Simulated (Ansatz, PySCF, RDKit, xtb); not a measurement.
**Solving B2SiH5F, step by step**

Task: start from the formula B2SiH5F, draw up candidate structures, narrow them down in stages, and characterise the one that lies lowest at 298.15 K.

The funnel: GFN2-xTB relaxations, single points with a density functional, relaxations at B3LYP-D3(BJ)/6-311G**, harmonic vibrations, and a last energy at a higher level. All values are calculated.

7 further runs of the same task are left out: 7 set aside as unsound or not needed.

### Step 1. Possible bonding patterns

A program enumerates the bonding patterns with one Lewis structure each (two rings at most, one unusual centre or charged pair), with their diastereomers. O–O, O–halogen and N–halogen bonds and N–N–N chains are not drawn. That gives 16 candidates.

c012 B[BH2-][SiH+]F; c085 B[SiH+][BH2-]F; c226 B[SiH](B)F; c306 F[BH2-][B+][SiH3]; c312 [BH+][B@H-](F)[SiH3]; c339 F[B+][BH2-][SiH3]; c383 [BH3-][SiH+]BF; c391 BB[SiH2]F; c461 B[Si+]([BH3-])F; c493 BB(F)[SiH3]; c539 B[B@H-](F)[SiH2+]; c747 FB[BH2-][SiH2+]; c819 [BH3-][B+][SiH2]F; c838 FBB[SiH3]; c961 [BH+][BH2-][SiH2]F; c993 B[SiH2]BF.

Candidates are built by distance geometry, with a force field where one applies, in up to four conformers (letters a to d). 6 starts with atoms placed at random are added, to find patterns that the rules miss.

**Question.** With final energies at CCSD(T)/def2-TZVP, which structure will this search put lowest in free energy, and by what margin?

| quantity | value |
| --- | --- |
| lowest structure found | F[B+][BH2-][SiH3], singlet, Cs |
| next finalist | FBB[SiH3], singlet, 2.1 kcal/mol higher in G |
| share at equilibrium, among the finalists | 92.8 % |
| harmonic wavenumbers, lowest and highest (B3LYP-D3(BJ)/6-311G**) | 70 and 2558 cm⁻¹ |
| rotational constants, same geometry | 0.4407, 0.09095, 0.07892 cm⁻¹ |
| dipole moment (PBE0/def2-TZVPD) | 2.26 D |
| HOMO energy (PBE0/def2-TZVPD) | -7.85 eV |
| LUMO energy (PBE0/def2-TZVPD) | -1.35 eV |
| HOMO–LUMO gap (PBE0/def2-TZVPD) | 6.50 eV |
| lowest excitation (TD-CAM-B3LYP/def2-SVPD) | 4.88 eV (f = 0.000) |
| strongest of the states computed, same level | 7.03 eV (f = 0.196) |
| lowest triplet excitation, same level, Tamm-Dancoff | 4.35 eV |
| vertical ionisation energy | 9.88 eV |
| vertical electron affinity | -0.38 eV (unbound: the value depends on the basis) |
| vertical triplet less singlet | +4.38 eV |

The lowest structure found is `F[B+][BH2-][SiH3]`. The margin, 2.1 kcal/mol, is modest. r2SCAN-D4/def2-SVP, B3LYP-D3(BJ)/6-311G** and MP2/def2-TZVP already put its bonding pattern lowest among the structures in one piece; GFN2-xTB and HF/def2-TZVP favour the singlet BB[SiH2]F; HF/STO-3G favours the singlet B[SiH2]BF (c993b, not a finalist). The search is not exhaustive (a finite list of starts, one conformer a finalist), so a lower isomer can't be ruled out. Patterns outside the rules of the enumeration were met only by chance. The lowest isomer need not be the one that is made and kept in a bottle, which depends on barriers.
